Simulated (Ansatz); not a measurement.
**CH7SSbSi: vertical spin-state energies from a Python script**

Aim: vertical spin-state energies, for CH7SSbSi, run from a script. SMILES: C[SiH2][SbH][SH].

Program: Ansatz 0.2.0, driven from Python. Level of theory: CAM-B3LYP/def2-TZVP. These are calculated values, not measurements.

## (1) Starting point

Bond lengths: C1–Si2 1.809 Å, Si2–Sb3 2.496 Å, Sb3–S4 2.404 Å, C1–H5 1.152 Å, C1–H6 1.138 Å, C1–H7 1.097 Å, Si2–H8 1.431 Å, Si2–H9 1.518 Å, Sb3–H10 1.786 Å, S4–H11 1.477 Å. Angles (14 of 16 angles, heavy atoms first): C1–Si2–Sb3 107.6°, Si2–Sb3–S4 94.4°, C1–Si2–H8 110.4°, C1–Si2–H9 110.5°, Sb3–Si2–H8 108.4°, Sb3–Si2–H9 109.9°, Si2–C1–H5 110.9°, Si2–C1–H6 112.8°, Si2–C1–H7 112.9°, Si2–Sb3–H10 92.2°, S4–Sb3–H10 93.3°, Sb3–S4–H11 91.6°, H8–Si2–H9 110.0°, H5–C1–H6 104.9°.

The script reads ch7ssbsi.xyz:

```xyz
11

C    -1.00570    1.30100   -0.37470
Si   -0.22290    0.20630    0.83420
Sb    2.07180   -0.31830    0.00490
S     1.29990   -1.66190   -1.83320
H    -2.07640    1.57440   -0.04930
H    -0.46850    2.29930   -0.47930
H    -1.08340    0.84880   -1.37160
H    -0.95430   -1.01870    0.94350
H    -0.13930    0.88320    2.19020
H     2.22120   -1.72100    1.10020
H     0.42300   -2.45010   -0.94430
```

## (2) The code

Input file spin.py:

```python
# -*- coding: utf-8 -*-
from dataclasses import dataclass

import ansatz


@dataclass(frozen=True)
class Options:
    basis_set: str = 'def2-TZVP'
    functional: str = 'cam_b3lyp'


opts = Options()


def main():
    ch7ssbsi = ansatz.Crystal.molecule_from_extxyz('ch7ssbsi.xyz')

    calculation = (
        ch7ssbsi.calculation()
        .basis(gaussian=opts.basis_set)
        .functional(opts.functional)
    )
    found = {}
    for unpaired in [0, 2]:
        report = calculation.spin('collinear', total=unpaired).run().report
        s = unpaired / 2
        found[unpaired] = report['free_energy_ev']
        print(f'2S+1 = {unpaired + 1}: E = {found[unpaired]:.5f} eV, <S^2> = {abs(report["mean_field"]["state"]["spin_squared"]):.3f} (pure state {s * (s + 1):.2f})')
    lowest = min(found, key=found.get)
    for unpaired, e in found.items():
        print(f'multiplicity {unpaired + 1}: {(e - found[lowest]):.3f} eV above the lowest')


if __name__ == '__main__':
    main()
```

## (3) The input behind the calls

The engine receives this input (first run):

```yaml
crystal:
  periodic: [false, false, false]
  atoms:
    - { symbol: C, position_ang: [-1.0057, 1.301, -0.3747] }
    - { symbol: Si, position_ang: [-0.2229, 0.2063, 0.8342] }
    - { symbol: Sb, position_ang: [2.0718, -0.3183, 0.0049] }
    - { symbol: S, position_ang: [1.2999, -1.6619, -1.8332] }
    - { symbol: H, position_ang: [-2.0764, 1.5744, -0.0493] }
    - { symbol: H, position_ang: [-0.4685, 2.2993, -0.4793] }
    - { symbol: H, position_ang: [-1.0834, 0.8488, -1.3716] }
    - { symbol: H, position_ang: [-0.9543, -1.0187, 0.9435] }
    - { symbol: H, position_ang: [-0.1393, 0.8832, 2.1902] }
    - { symbol: H, position_ang: [2.2212, -1.721, 1.1002] }
    - { symbol: H, position_ang: [0.423, -2.4501, -0.9443] }
basis:
  gaussian:
    orbitals: def2-TZVP
hamiltonian:
  xc: cam_b3lyp
magnetization:
  spin_polarized: true
  initial_magnetization: 0.0
```

## (4) Launch

Started as:

```console
> python spin.py
```

**Question.** Which spin state is lowest at this geometry, and how far above lie the others?

As calculated:

```
        quantity             value
   runs compared                 2
          lowest  run 1 (2S+1 = 1)
next above it by          3.997 eV
```

In words: In order: multiplicity 1 (+0.00 eV) and multiplicity 3 (+4.00 eV), all at the one geometry. Reading the output:
- The geometry is a force-field or estimated start, not a minimum of this method, and the basis set is short of its limit. All parts are taken at fixed geometry, without zero-point energy.
- def2 sets replace the cores of elements past krypton by effective core potentials.
- Spin-orbit coupling, which mixes and shifts the spin states of heavy atoms, is left out.
